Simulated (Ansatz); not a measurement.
# ClH7N2SSi2: up Jacob's ladder to CCSD(T)

The task here is to estimate one member of a computed series from the others.

Program: Ansatz 0.2.0, Gaussian basis. Level of theory: functionals in def2-TZVPP, the program's frozen cores in correlated methods. These are calculated values, not measurements.

The runs, in order: PBE-D4, r2SCAN-D4, PBE0-D4, B3LYP-D4, ωB97X-V, ωB97M-V, B2PLYP; CCSD(T)/def2-TZVPP; MP2/def2-QZVPP; extrapolation to the limit.

### The geometry

All runs share one geometry, relaxed beforehand with PBE0-D4 in a triple-zeta def2 set.

SMILES `N[SiH2]S[SiH](N)Cl`, 13 atoms, charge 0, spin multiplicity 1.

Atoms are counted from 1 here; the program's logs count them from 0.

Bond lengths: N1–Si2 1.706 Å, N1–H7 1.008 Å, N1–H8 1.009 Å, Si2–S3 2.172 Å, Si2–H9 1.481 Å, Si2–H10 1.482 Å, S3–Si4 2.107 Å, Si4–N5 1.710 Å, Si4–Cl6 2.063 Å, Si4–H11 1.480 Å, N5–H12 1.008 Å, N5–H13 1.008 Å. Angles: Si2–N1–H7 119.0°, Si2–N1–H8 117.1°, H7–N1–H8 110.5°, N1–Si2–S3 117.3°, N1–Si2–H9 108.6°, N1–Si2–H10 109.2°, S3–Si2–H9 108.0°, S3–Si2–H10 102.5°, H9–Si2–H10 111.2°, Si2–S3–Si4 98.4°, S3–Si4–N5 109.5°, S3–Si4–Cl6 114.2°, S3–Si4–H11 106.6°, N5–Si4–Cl6 104.4°, N5–Si4–H11 117.6°, Cl6–Si4–H11 104.8°, Si4–N5–H12 119.3°, Si4–N5–H13 119.5° and more.

Set-up of the first run:

Input file in.yaml:

```yaml
crystal:
  periodic: [false, false, false]
  atoms:
    - {symbol: N, position_ang: [-0.684038, -0.334201, 1.858296]}
    - {symbol: Si, position_ang: [-0.149335, 1.172686, 1.264533]}
    - {symbol: S, position_ang: [-0.679019, 1.683610, -0.778645]}
    - {symbol: Si, position_ang: [-0.166336, -0.141958, -1.696553]}
    - {symbol: N, position_ang: [1.232850, -0.782909, -0.950364]}
    - {symbol: Cl, position_ang: [-1.585805, -1.623240, -1.483779]}
    - {symbol: H, position_ang: [-1.671356, -0.480923, 2.001688]}
    - {symbol: H, position_ang: [-0.257830, -1.160786, 1.466224]}
    - {symbol: H, position_ang: [1.325431, 1.229438, 1.382636]}
    - {symbol: H, position_ang: [-0.790433, 2.257861, 2.043337]}
    - {symbol: H, position_ang: [-0.107778, 0.118026, -3.152432]}
    - {symbol: H, position_ang: [2.043665, -0.194723, -0.834469]}
    - {symbol: H, position_ang: [1.489985, -1.742872, -1.120482]}
basis:
  gaussian: {orbitals: def2-TZVPP}
hamiltonian: {xc: pbe, dispersion: d4}
output: {forces: true, orbitals: {seedname: orbitals}}
```

Command:

```bash
$ ansatz run in.yaml --threads 2 --pin off --events-out ev --progress --plain --max-ram 22528MiB --backend cuda --devices 0, --max-vram 18GiB
```

Among the steps run: PBE-D4 (GGA); r2SCAN-D4 (meta-GGA); PBE0-D4 (hybrid); B3LYP-D4 (hybrid); ωB97X-V (range-separated); ωB97M-V (range-separated); B2PLYP (double hybrid); CCSD(T) in def2-TZVPP; MP2 in def2-QZVPP.

One table of the session follows, with a row left open; its other results are not shown here.

It belongs to the step «Atomisation energies». 

| method | atomisation energy (kJ/mol) |
| --- | --- |
| PBE-D4 | ? |
| r2SCAN-D4 | 4373.2 |
| PBE0-D4 | 4359.3 |
| B3LYP-D4 | 4375.0 |
| ωB97X-V | 4419.4 |
| ωB97M-V | 4413.4 |
| B2PLYP | 4305.5 |
| HF/def2-TZVPP | 3077.2 |
| MP2/def2-TZVPP | 4292.2 |
| CCSD/def2-TZVPP | 4159.4 |
| CCSD(T)/def2-TZVPP | 4229.8 |
| MP2/CBS | 4450.5 |
| CCSD(T)/CBS | 4388.1 |

**Question.** Estimate the row for PBE-D4.

**Answer.** atomisation energy (kJ/mol): 4421.4. In the column «atomisation energy (kJ/mol)» it lies between ωB97X-V (4419.4) and MP2/CBS (4450.5).
